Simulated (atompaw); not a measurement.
# Pseudopotential generation for arsenic: PAW (atompaw), PBE

Task: generate the file, and judge it by its logarithmic derivatives, its ghosts and its cutoff.

The numbers are computed with atompaw 4.2.0.5 (PBE, scalar-relativistic, spin-unpolarised reference atom).

### Step 1. Starting point

The settings as typed:

| Property | Result |
| --- | --- |
| element | arsenic (As, Z = 33) |
| type | PAW |
| frozen core | [Ne] |
| valence charge | 23 |
| reference configuration | 3s2 3p6 3d10 4s2 4p3 |
| partial waves | 3s (bound): rc 0.85 bohr; 4s (bound): rc 1.15 bohr; 3p (bound): rc 0.80 bohr; 4p (bound): rc 1.20 bohr; 3d (bound): rc 1.20 bohr; 3d channel at -2.4 Ry: rc 1.20 bohr |
| local potential | vpsmatchnc scheme with l = 3 at 0 Ry, radius 0.95 bohr |
| core correction | smooth core density matched at 0.65 bohr |
| augmentation charge | besselshape compensation charge, radius 1.10 bohr; PAW radius 1.20 bohr; waves and projectors: custom polynom2 7 10 vanderbiltortho |

The outer shells as boxes (Hund's rule for the drawing; the calculation is spin-unpolarised):

```
[Ne] core
3s [↑↓]
3p [↑↓][↑↓][↑↓]
3d [↑↓][↑↓][↑↓][↑↓][↑↓]
4s [↑↓]
4p [↑ ][↑ ][↑ ]
```

The nodes and maxima of the atom's own shells, from an earlier all-electron run, set the scale for the radii.

All-electron outer shells of the reference configuration (PBE, scalar-relativistic, ld1.x):

| shell | level (eV) | outermost node (bohr) | outermost maximum (bohr) |
| --- | --- | --- | --- |
| 2s | -1486.76 | 0.06 | 0.17 |
| 2p | -1303.65 | – | 0.14 |
| 3s | -190.31 | 0.25 | 0.52 |
| 3p | -133.68 | 0.22 | 0.52 |
| 3d | -40.65 | – | 0.47 |
| 4s | -14.49 | 0.73 | 1.61 |
| 4p | -5.19 | 0.78 | 2.00 |

### Step 2. Generation

File As.input:

```
As 33
GGA-PBE scalarrelativistic loggrid 1500 logderivrange -16 5 526
4 4 3 0 0 0
4 1 3
0 0 0
c
c
v
v
c
v
v
v
2
1.20 1.10 0.95 0.65
n
n
y
-2.4
n
custom polynom2 7 10 vanderbiltortho besselshape
3 0 vpsmatchnc
0.85
1.15
0.80
1.20
1.20
1.20
PWSCFOUT
UPFDX 0.0125d0 UPFXMIN -7.d0 UPFZMESH 33.d0
END
```

Started as:

```
$ atompaw < As.input > As.log
```

**Question.** What will these runs give? Wanted: cutoffs; bound ghosts; largest phase difference near zero energy, channels read; lowest eigenvalue of the overlap; share of valence orbitals outside the PAW sphere; UPF file.

**Answer**, as computed:

```
                                                quantity                                     value
                                                 cutoffs                            not determined
                                            bound ghosts                            not determined
largest phase difference near zero energy, channels read                                 0.012 rad
         lowest eigenvalue of the overlap (Bessel basis)                                 0.567 (s)
        share of valence orbitals outside the PAW sphere  3s 1 %, 4s 87 %, 3p 2 %, 4p 95 %, 3d 8 %
                                                UPF file                                   written
```

In words: Even at 400 Ry an occupied level stays 885 mRy from its reference, so no cutoffs are read. Ghosts could not be judged. Near zero energy the phases of the channels with partial waves agree within 0.012 rad. The pseudo curves have a pole with no partner nearby in the atom's: p at -8.42 Ry. All of this concerns the isolated atom, not yet a solid.
